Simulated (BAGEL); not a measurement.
# C2H5BClF (SMILES BC(F)CCl): a chain of runs

Aim: a single-point energy (HF/def2-SV(P)), then a single-point energy (NEVPT2(2,2)/def2-SV(P)), then a single-point energy (CASPT2(2,2)/def2-SV(P)) of C2H5BClF. 

The calculation is run with BAGEL 1.2.2.

## Step 1: The molecule

C2H5BClF: 10 atoms, total charge 0, spin state singlet. As SMILES, `BC(F)CCl`. One bond was lengthened or shortened from a relaxed shape.

Bond lengths: B1–C2 1.558 Å, C2–F3 1.386 Å, C2–C4 1.509 Å, C4–Cl5 1.782 Å, B1–H6 1.192 Å, B1–H7 1.195 Å, C2–H8 1.109 Å, C4–H9 1.090 Å, C4–H10 1.252 Å. Some angles: B1–C2–F3 113.9°, B1–C2–C4 115.3°, F3–C2–C4 109.7°, C2–C4–Cl5 112.6°, B1–C2–H8 102.6°, F3–C2–H8 107.0°, C4–C2–H8 107.5°, C2–B1–H6 120.8°, C2–B1–H7 118.2°, C2–C4–H9 110.7°.

## Step 2: The energy at HF/def2-SV(P) (density fitting with svp-jkfit) (run 1)

File input.json:

```json
{ "bagel": [

{
  "title": "molecule",
  "basis": "def2-sv_p_.json",
  "df_basis": "svp-jkfit",
  "angstrom": true,
  "geometry": [
    { "atom": "B", "xyz": [   -1.263382,   -0.783375,   -0.141765 ] },
    { "atom": "C", "xyz": [    0.224718,   -0.568475,    0.265935 ] },
    { "atom": "F", "xyz": [    0.566118,   -1.151975,    1.475435 ] },
    { "atom": "C", "xyz": [    0.701118,    0.863225,    0.239435 ] },
    { "atom": "Cl", "xyz": [    2.474518,    0.996125,    0.345735 ] },
    { "atom": "H", "xyz": [   -1.964482,   -1.522475,    0.476335 ] },
    { "atom": "H", "xyz": [   -1.661582,   -0.243975,   -1.131165 ] },
    { "atom": "H", "xyz": [    0.774318,   -1.117875,   -0.525665 ] },
    { "atom": "H", "xyz": [    0.294318,    1.420125,    1.083135 ] },
    { "atom": "H", "xyz": [    0.349800,    1.412800,   -0.829700 ] }
  ]
},
{ "title": "hf" },
{ "title": "print", "file": "orbitals.molden", "orbitals": true }

]}
```

The basis set def2-SV(P) is read from a file made from the Basis Set Exchange's data (not shown).

On the command line:

```console
$ BAGEL_NUM_THREADS=1 BAGEL input.json > input.out
```

The program printed:

```text
* using 1 threads per process

  ===============================================================
  ===============================================================

  *** Geometry ***

  { "atom" : "B", "xyz" : [     -2.387446,     -1.480364,     -0.267897 ] },
  { "atom" : "C", "xyz" : [      0.424655,     -1.074262,      0.502544 ] },
  { "atom" : "F", "xyz" : [      1.069808,     -2.176917,      2.788168 ] },
  { "atom" : "C", "xyz" : [      1.324921,      1.631259,      0.452467 ] },
  { "atom" : "Cl", "xyz" : [      4.676161,      1.882403,      0.653344 ] },
  { "atom" : "H", "xyz" : [     -3.712333,     -2.877061,      0.900143 ] },
  { "atom" : "H", "xyz" : [     -3.139935,     -0.461046,     -2.137592 ] },
  { "atom" : "H", "xyz" : [      1.463249,     -2.112478,     -0.993363 ] },
  { "atom" : "H", "xyz" : [      0.556180,      2.683647,      2.046829 ] },
  { "atom" : "H", "xyz" : [      0.661026,      2.669805,     -1.567906 ] },

  Number of auxiliary basis functions:      520

  Since a DF basis is specified, we compute 2- and 3-index integrals:
    o Being stored without compression. Storage requirement is 0.029 GB

  Number of basis functions:       84
  Number of electrons      :       48

    * METHOD: MOLECULE                             0.27

  *** RHF ***

  === Nuclear Repulsion ===
   208.0608229209

      * DIIS with orbital gradients will be used.

  === RHF iteration (def2-sv_p_.json) ===
      0       -661.76974686          0.01356529           0.07
      1       -661.87848006          0.00683665           0.07
      2       -661.90357748          0.00175275           0.07
      3       -661.90584686          0.00032443           0.07
      4       -661.90592413          0.00009920           0.07
      5       -661.90593373          0.00003206           0.07
      6       -661.90593495          0.00001144           0.07
      7       -661.90593510          0.00000388           0.07
      8       -661.90593512          0.00000163           0.07
      9       -661.90593512          0.00000078           0.07
     10       -661.90593512          0.00000030           0.07
     11       -661.90593512          0.00000011           0.07
     12       -661.90593512          0.00000004           0.07
     13       -661.90593512          0.00000002           0.07
     14       -661.90593512          0.00000001           0.07
    * SCF iteration converged.

    * Permanent dipole moment:
           (    0.879845,    -0.248367,     0.687398) a.u.

    * METHOD: HF                                   1.25

    * METHOD: PRINT                                0.02

  ===============================================================
```

Wall time 1.7 s (1 thread of Arm Neoverse V1, shared host).

## Step 3: A single-point energy at NEVPT2(2,2)/def2-SV(P) (density fitting with svp-jkfit) (run 2)

File nevpt2.json:

```json
{ "bagel": [

{
  "title": "molecule",
  "basis": "def2-sv_p_.json",
  "df_basis": "svp-jkfit",
  "angstrom": true,
  "geometry": [
    { "atom": "B", "xyz": [   -1.263382,   -0.783375,   -0.141765 ] },
    { "atom": "C", "xyz": [    0.224718,   -0.568475,    0.265935 ] },
    { "atom": "F", "xyz": [    0.566118,   -1.151975,    1.475435 ] },
    { "atom": "C", "xyz": [    0.701118,    0.863225,    0.239435 ] },
    { "atom": "Cl", "xyz": [    2.474518,    0.996125,    0.345735 ] },
    { "atom": "H", "xyz": [   -1.964482,   -1.522475,    0.476335 ] },
    { "atom": "H", "xyz": [   -1.661582,   -0.243975,   -1.131165 ] },
    { "atom": "H", "xyz": [    0.774318,   -1.117875,   -0.525665 ] },
    { "atom": "H", "xyz": [    0.294318,    1.420125,    1.083135 ] },
    { "atom": "H", "xyz": [    0.349800,    1.412800,   -0.829700 ] }
  ]
},
{ "title": "hf", "charge": 0 },
{
  "title": "nevpt2",
  "nstate": 1,
  "nact": 2,
  "nclosed": 23,
  "charge": 0,
  "active": [19, 26],
  "maxiter": 200,
  "natocc": true,
  "ncore": 9
},
{ "title": "print", "file": "orbitals.molden", "orbitals": true }

]}
```

The basis set def2-SV(P) is read from a file made from the Basis Set Exchange's data (not shown).

On the command line:

```console
$ BAGEL_NUM_THREADS=1 BAGEL nevpt2.json > nevpt2.out
```

The program printed:

```text
* using 1 threads per process

  ===============================================================
  ===============================================================

  *** Geometry ***

  { "atom" : "B", "xyz" : [     -2.387446,     -1.480364,     -0.267897 ] },
  { "atom" : "C", "xyz" : [      0.424655,     -1.074262,      0.502544 ] },
  { "atom" : "F", "xyz" : [      1.069808,     -2.176917,      2.788168 ] },
[... 6 lines of this table left out ...]
  { "atom" : "H", "xyz" : [      0.661026,      2.669805,     -1.567906 ] },

  Number of auxiliary basis functions:      520

  Since a DF basis is specified, we compute 2- and 3-index integrals:
    o Being stored without compression. Storage requirement is 0.029 GB

[... 18 lines left out ...]
    * SCF iteration converged.
[... 1 line left out ...]
    * Permanent dipole moment:
[... 28 lines left out ...]
    * Second-order optimization converged. *

     guess   0:   closed 1.                   open ..

  === FCI iteration ===

      0  0      -661.90564585     8.70e-02      0.00
      1  0      -661.92730611     3.02e-04      0.00
      2  0 *    -661.92730653     2.91e-16      0.00

     * ci vector, state   0, <S^2> = 0.0000
       2.     0.9923364996
       .2    -0.1235648477

  === DF-NEVPT2 calculation ===

    * 3-index integral transformation done
    * assembly done

      NEVPT2 correlation energy:   -0.6217842381      0.21

          (+0)     -0.5727185609
          (+0)'    -0.0156982583
          (+1)     -0.0052031898
          (+1)'    -0.0000000000
          (+2)     -0.0001704728
          (-1)     -0.0234818486
          (-1)'     0.0000000000
          (-2)     -0.0045119077

      NEVPT2 total energy:       -662.5490907715

    * METHOD: NEVPT2                               4.49

    * METHOD: PRINT                                0.02

  ===============================================================
```

Run time: 6.3 s. Hardware: 1 thread of Arm Neoverse V1, shared host.

## Step 4: A single-point energy at CASPT2(2,2)/def2-SV(P) (density fitting with svp-jkfit) (run 3)

input.json, as its differences from that of step 2:

```diff
@@ -21,3 +21,5 @@
 { "title": "hf" },
-{ "title": "print", "file": "orbitals.molden", "orbitals": true }
+{ "title": "casscf", "nstate": 1, "nact": 2, "nclosed": 23, "active": [19, 26], "maxiter": 200, "natocc": true },
+{ "title": "print", "file": "orbitals.molden", "orbitals": true },
+{ "title": "smith", "method": "caspt2", "ms": true, "xms": true, "sssr": true, "shift": 0.2, "shift_imag": true, "ncore": 9 }
```

The basis set def2-SV(P) is read from a file made from the Basis Set Exchange's data (not shown).

On the command line:

```console
$ BAGEL_NUM_THREADS=1 BAGEL input.json > input.out
```

The program printed:

```text
* using 1 threads per process

  ===============================================================
  ===============================================================

  *** Geometry ***

  { "atom" : "B", "xyz" : [     -2.387446,     -1.480364,     -0.267897 ] },
  { "atom" : "C", "xyz" : [      0.424655,     -1.074262,      0.502544 ] },
  { "atom" : "F", "xyz" : [      1.069808,     -2.176917,      2.788168 ] },
[... 6 lines of this table left out ...]
  { "atom" : "H", "xyz" : [      0.661026,      2.669805,     -1.567906 ] },

  Number of auxiliary basis functions:      520

  Since a DF basis is specified, we compute 2- and 3-index integrals:
    o Being stored without compression. Storage requirement is 0.029 GB

[... 18 lines left out ...]
    * SCF iteration converged.
[... 1 line left out ...]
    * Permanent dipole moment:
[... 27 lines left out ...]
    * Second-order optimization converged. *
[... 9 lines left out ...]
     * ci vector, state   0, <S^2> = 0.0000
[... 16 lines left out ...]
    * Zeroth order energy : state  0       -1.1682716999
[... 4 lines left out ...]
       #      aibj      arbs      arbi      airj      risj      airs      arst      rist         Etot      error   time
[... 2 lines left out ...]
       0  -0.57152  -0.00549  -0.02437  -0.00576  -0.00025  -0.01373  -0.00000  -0.00000   -0.6211179  0.0013412   0.11
       1  -0.57178  -0.00554  -0.02447  -0.00590  -0.00027  -0.01408  -0.00000  -0.00000   -0.6220350  0.0002259   0.09
       2  -0.57181  -0.00554  -0.02447  -0.00590  -0.00027  -0.01408  -0.00000  -0.00000   -0.6220651  0.0000450   0.09
       3  -0.57180  -0.00554  -0.02447  -0.00589  -0.00027  -0.01409  -0.00000  -0.00000   -0.6220661  0.0000100   0.10
       4  -0.57180  -0.00554  -0.02447  -0.00589  -0.00027  -0.01409  -0.00000  -0.00000   -0.6220662  0.0000023   0.10
       5  -0.57180  -0.00554  -0.02447  -0.00589  -0.00027  -0.01409  -0.00000  -0.00000   -0.6220662  0.0000005   0.10

      ------------------------------------------------------------------------------------------------------------------

    * CASPT2 energy : state  0     -662.5520995814
        w/o shift correction       -662.5493726990
        reference weight              0.8392482137

    * METHOD: SMITH                                0.86

  ===============================================================
```

Run time: 6.9 s. Hardware: 1 thread of Arm Neoverse V1, shared host; peak memory 0.23 GiB.

## Step 5: Outcome

| quantity | value |
| --- | --- |
| run 1, HF/def2-SV(P): total energy | -661.90594 Eh |
| run 1, HF/def2-SV(P): dipole moment | 2.91 D |
| run 1, HF/def2-SV(P): HOMO energy | -11.74 eV |
| run 1, HF/def2-SV(P): LUMO energy | 1.61 eV |
| run 1, HF/def2-SV(P): HOMO–LUMO gap | 13.35 eV |
| run 2, NEVPT2(2,2)/def2-SV(P): total energy | -662.54909 Eh |
| run 3, CASPT2(2,2)/def2-SV(P): total energy | -662.55210 Eh |
